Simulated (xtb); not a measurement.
**GaNH2F2 (SMILES [NH2][Ga]([F])[F]) at GFN2-xTB**

What is the electronic atomisation energy of GaNH2F2 at GFN2-xTB? 

The calculation is run with xtb 6.7.1.

6 further runs of the same task are left out: 6 set aside as unsound or not needed.

## (1) The system as given

GaNH2F2: 6 atoms, total charge 0, spin state singlet. As SMILES, `[NH2][Ga]([F])[F]`. The shape is that of a PBE0-D4/def2-TZVP optimisation.

Bond lengths: N1–Ga2 1.790 Å, Ga2–F3 1.739 Å, Ga2–F4 1.739 Å, N1–H5 1.006 Å, N1–H6 1.006 Å. Angles: N1–Ga2–F3 122.4°, N1–Ga2–F4 122.4°, F3–Ga2–F4 115.1°, Ga2–N1–H5 121.0°, Ga2–N1–H6 121.0°, H5–N1–H6 112.8°.

## (2) Energy and gradient at GFN2-xTB

Input file .CHRG:

```
0
```

Input file .UHF:

```
0
```

Input file mol.coord:

```
$coord
     -0.562193522076      1.821129066302     -0.326355701723  n
      0.537060164619     -1.351721096945      0.079368497234  ga
      3.184188519994     -2.081722298888      1.885379754539  f
     -0.860392304542     -3.907386707889     -1.442616923539  f
      0.047432125728      3.221605097262      0.804456411253  h
     -2.266726486489      2.177153468181     -1.087348412110  h
$end
```

On the command line:

```
xtb mol.coord --gfn 2 --grad --json | tee mol.out
```

The program printed, cut to the lines that bear on the results:

```text
* xtb version 6.7.1
[...]
          :  # basis functions                  24          :
[...]
          :  # electrons                        24          :
[...]
          :  Hamiltonian                  GFN2-xTB          :
[...]
          :  net charge                          0          :
          :  unpaired electrons                  0          :
[...]
   *** convergence criteria satisfied after 11 iterations ***
[...]
         ::                     SUMMARY                     ::
         :::::::::::::::::::::::::::::::::::::::::::::::::::::
         :: total energy             -14.718251193292 Eh    ::
         :: gradient norm              0.012284801321 Eh/a0 ::
         :: HOMO-LUMO gap              3.308829804416 eV    ::
         ::.................................................::
         :: SCC energy               -14.773986637626 Eh    ::
         :: -> isotropic ES            0.059685255938 Eh    ::
         :: -> anisotropic ES         -0.001095181902 Eh    ::
         :: -> anisotropic XC          0.001409962778 Eh    ::
         :: -> dispersion             -0.002096102485 Eh    ::
         :: repulsion energy           0.055735444334 Eh    ::
         :: add. restraining           0.000000000000 Eh    ::
         :: total charge               0.000000000000 e     ::
         :::::::::::::::::::::::::::::::::::::::::::::::::::::
[...]
        12        2.0000           -0.4508260             -12.2676 (HOMO)
        13                         -0.3292288              -8.9588 (LUMO)
[...]
     #   Z          covCN         q      C6AA      α(0)
     1   7 n        2.530    -0.291    27.528     7.792
     2  31 ga       2.198     0.251   212.375    32.682
     3   9 f        0.693    -0.206    11.308     3.970
     4   9 f        0.693    -0.206    11.308     3.970
     5   1 h        0.862     0.225     0.985     1.555
     6   1 h        0.862     0.225     0.985     1.555
[...]
     #   Z sym  total        # sym  WBO       # sym  WBO       # sym  WBO
 ---------------------------------------------------------------------------
     1   7 n    3.283 --     2 ga   1.222     5 h    0.903     6 h    0.903
                             3 f    0.127     4 f    0.127
     2  31 ga   3.609 --     1 n    1.222     4 f    1.153     3 f    1.153
     3   9 f    1.353 --     2 ga   1.153     1 n    0.127
     4   9 f    1.353 --     2 ga   1.153     1 n    0.127
     5   1 h    0.949 --     1 n    0.903
     6   1 h    0.949 --     1 n    0.903
 ---------------------------------------------------------------------------
[...]
molecular dipole:
                 x           y           z       tot (Debye)
 q only:       -0.680       1.580      -0.040
   full:       -0.735       1.525       0.058       4.305
molecular quadrupole (traceless):
[...]
          | TOTAL ENERGY              -14.718251193292 Eh   |
          | GRADIENT NORM               0.012284801321 Eh/α |
          | HOMO-LUMO GAP               3.308829804416 eV   |
           -------------------------------------------------
[...]
```

Standard error:

```text
normal termination of xtb
```

Run time: 0.025 s. Hardware: 1 thread of AMD EPYC 9R45 (Zen 5), shared host.

## (3) The F atom: the energy at GFN2-xTB

Input file input.xyz:

```xyz
1
start
F      0.00000     0.00000     0.00000
```

Run the same way, it converges to -4.61934 Eh (log not shown).

## (4) The Ga atom: the energy at GFN2-xTB

.CHRG is that of step 2.

Input file .UHF:

```
1
```

Input file struc.xyz:

```xyz
1

Ga     0.00000000     0.00000000     0.00000000
```

Run the same way, it converges to -1.08111 Eh (log not shown).

## (5) The H atom: the energy at GFN2-xTB

Input file geom.xyz:

```xyz
1

H      0.00000000     0.00000000     0.00000000
```

On the command line:

```
xtb geom.xyz --gfn2 --json --sp -c 0 --uhf 1 | tee run.log
```

The program printed, cut to the lines that bear on the results:

```text
* xtb version 6.7.1
[...]
          :  # basis functions                   1          :
[...]
          :  # electrons                         1          :
[...]
          :  Hamiltonian                  GFN2-xTB          :
[...]
          :  net charge                          0          :
          :  unpaired electrons                  1          :
[...]
   *** convergence criteria satisfied after 3 iterations ***
[...]
         ::                     SUMMARY                     ::
         :::::::::::::::::::::::::::::::::::::::::::::::::::::
         :: total energy              -0.393482763936 Eh    ::
         :: gradient norm              0.000000000000 Eh/a0 ::
         :: HOMO-LUMO gap              0.000000000000 eV    ::
         ::.................................................::
         :: SCC energy                -0.393482763936 Eh    ::
         :: -> isotropic ES            0.000000000000 Eh    ::
         :: -> anisotropic ES          0.000000000000 Eh    ::
         :: -> anisotropic XC          0.000000000000 Eh    ::
         :: -> dispersion              0.000000000000 Eh    ::
         :: repulsion energy           0.000000000000 Eh    ::
         :: add. restraining           0.000000000000 Eh    ::
         :: total charge               0.000000000000 e     ::
         :::::::::::::::::::::::::::::::::::::::::::::::::::::
[...]
         1        1.0000           -0.3934828             -10.7072 (HOMO)
      -------------------------------------------------------------
[...]
     #   Z          covCN         q      C6AA      α(0)
     1   1 H        0.000     0.000     7.620     5.048
 Mol. C6AA /au·bohr⁶  :          7.620475
 Mol. C8AA /au·bohr⁸  :         92.118965
 Mol. α(0) /au        :          5.047619
[...]
molecular dipole:
                 x           y           z       tot (Debye)
 q only:        0.000       0.000       0.000
   full:        0.000       0.000       0.000       0.000
molecular quadrupole (traceless):
[...]
          | TOTAL ENERGY               -0.393482763936 Eh   |
          | GRADIENT NORM               0.000000000000 Eh/α |
          | HOMO-LUMO GAP              10.707211000000 eV   |
           -------------------------------------------------
[...]
```

Standard error:

```text
normal termination of xtb
```

Run time: 0.021 s. Hardware: 1 thread of AMD EPYC 9R45 (Zen 5), shared host.

## (6) The N atom: the energy at GFN2-xTB

Input file input.inp:

```
$chrg 0
$spin 3
$end
```

Input file geom.xyz:

```xyz
1
N
N      0.00000     0.00000     0.00000
```

Run the same way, it converges to -2.60582 Eh (log not shown).

## (7) Summary of results

Level: GFN2-xTB.

| quantity | value |
| --- | --- |
| molecule: total energy | -14.71825 Eh |
| molecule: dipole moment | 4.30 D |
| molecule: HOMO energy | -12.27 eV |
| molecule: LUMO energy | -8.96 eV |
| molecule: HOMO–LUMO gap | 3.31 eV |
| molecule: dispersion energy | -5.50 kJ/mol |
| molecule: largest force on an atom | 0.444 eV/Å |
| molecule: mean polarisability (D4 model) | 51.5 bohr³ |
| F atom: total energy | -4.61934 Eh |
| F atom: dipole moment | 0.00 D |
| F atom: HOMO energy (partly filled) | -15.75 eV |
| F atom: mean polarisability (D4 model) | 3.6 bohr³ |
| Ga atom: total energy | -1.08111 Eh |
| Ga atom: dipole moment | 0.00 D |
| Ga atom: HOMO energy (partly filled) | -4.47 eV |
| Ga atom: LUMO energy | -4.47 eV |
| Ga atom: mean polarisability (D4 model) | 56.3 bohr³ |
| H atom: total energy | -0.39348 Eh |
| H atom: dipole moment | 0.00 D |
| H atom: HOMO energy (partly filled) | -10.71 eV |
| H atom: mean polarisability (D4 model) | 5.0 bohr³ |
| N atom: total energy | -2.60582 Eh |
| N atom: dipole moment | 0.00 D |
| N atom: HOMO energy (partly filled) | -12.67 eV |
| N atom: mean polarisability (D4 model) | 7.5 bohr³ |
| electronic atomisation energy | 27.366 eV |

**Reading.** The method runs without spin polarisation, so open shells lack the exchange term that lowers high spin: such energies come out too high. The largest force (molecule) is 0.44 eV/Å: the shape isn't a stationary point for this species at this level. Taking the molecule apart into free atoms costs 27.37 eV (2640 kJ/mol), before zero-point energy and without spin-orbit coupling. Tight-binding and semi-empirical models aren't fitted to free atoms, so this value can be far from the true one.
